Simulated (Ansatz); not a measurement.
## CsRb2AlI6, space group Fm-3m: a single point from an input typed as a dict, step by step

Computed with the Python package of Ansatz (0.2.0).

Run as a notebook:

```python
import ansatz as az
```

```python
inputs = {
    "crystal": {
        "lattice": [
            [0.0, 6.376428, 6.376428],
            [6.376428, 0.0, 6.376428],
            [6.376428, 6.376428, 0.0],
        ],
        "atoms": [
            {"symbol": "Cs", "position": [0.5, 0.5, 0.5]},
            {"symbol": "Rb", "position": [0.75, 0.75, 0.75]},
            {"symbol": "Rb", "position": [0.25, 0.25, 0.25]},
            {"symbol": "Al", "position": [0.0, 0.0, 0.0]},
            {"symbol": "I", "position": [0.782288, 0.217712, 0.217712]},
            {"symbol": "I", "position": [0.217712, 0.217712, 0.782288]},
            {"symbol": "I", "position": [0.217712, 0.782288, 0.782288]},
            {"symbol": "I", "position": [0.217712, 0.782288, 0.217712]},
            {"symbol": "I", "position": [0.782288, 0.217712, 0.782288]},
            {"symbol": "I", "position": [0.782288, 0.782288, 0.217712]},
        ],
    },
    "kpoints": {"mp_grid": {"grid": [3, 3, 3]}},
    "hamiltonian": {"xc": "lda"},
    "scf": {"occupations": {"method": "fixed"}},
    "basis": {"ecutwfc": "510 eV"},
    "output": {"stress": True, "eigenvalues": True},
}
```

```python
planned = az.Session.from_dict(inputs).plan(threads=1, pin="off")
outcome = planned.execute()
rep = outcome.report
```

    

```python
rep["kweights"]
```

    [0.037037037037037035, 0.2962962962962963, 0.2222222222222222, 0.4444444444444444]

```python
rep["n_kpoints"], rep["n_symmetry_ops"], rep["n_pw"]
```

    (4, 48, 13539)

```python
print("%-22s %14.5f eV" % ("F = E - TS", rep["free_energy_ev"]))
print("%-22s %14.5f eV" % ("E", rep["internal_energy_ev"]))
print("%-22s %14.5f eV" % ("Harris-Foulkes", rep["harris_foulkes_ev"]))
print("%-22s %14.5f eV" % ("Fermi level", rep["fermi_energy_ev"]))
```

    F = E - TS               -56504.60319 eV
    E                        -56504.60319 eV
    Harris-Foulkes           -56504.60319 eV
    Fermi level                   2.22073 eV

```python
edges = rep.get("band_edges_ev")
if edges:
    print(f"band edges on the mesh: {edges[0]:.3f} and {edges[1]:.3f} eV, gap {edges[1] - edges[0]:.3f} eV")
else:
    print("no band edges reported (a metal, or a gap too narrow for this smearing); Fermi level", round(rep["fermi_energy_ev"], 3), "eV")
```

    band edges on the mesh: 2.221 and 4.162 eV, gap 1.941 eV

Notes:
- Absolute energies stand on the zero of these potentials, so only differences at equal settings mean something. A total without «per atom» is that of the cell as typed.
- Along an axis with an odd division the mesh misses the point at one half; a gap read on a finite mesh is an upper bound on this functional's gap.
- Semilocal gaps usually lie well under measured ones.
- With fixed filling the reported Fermi level is the top filled level among the k-points of the SCF.
- Only differences from the Fermi energy are physical; the zero of the scale is a convention.
- The structure comes from a database of computed cells and needn't be a stable or known phase.
- Levels are Kohn-Sham eigenvalues on this mesh, without spin-orbit coupling.
- Wall time of the script: 11 s on 1 thread of Arm Neoverse V2, with other jobs on the host, peak memory 0.86 GiB.

(Lines on the test bed's own set-up are left out of the output.)
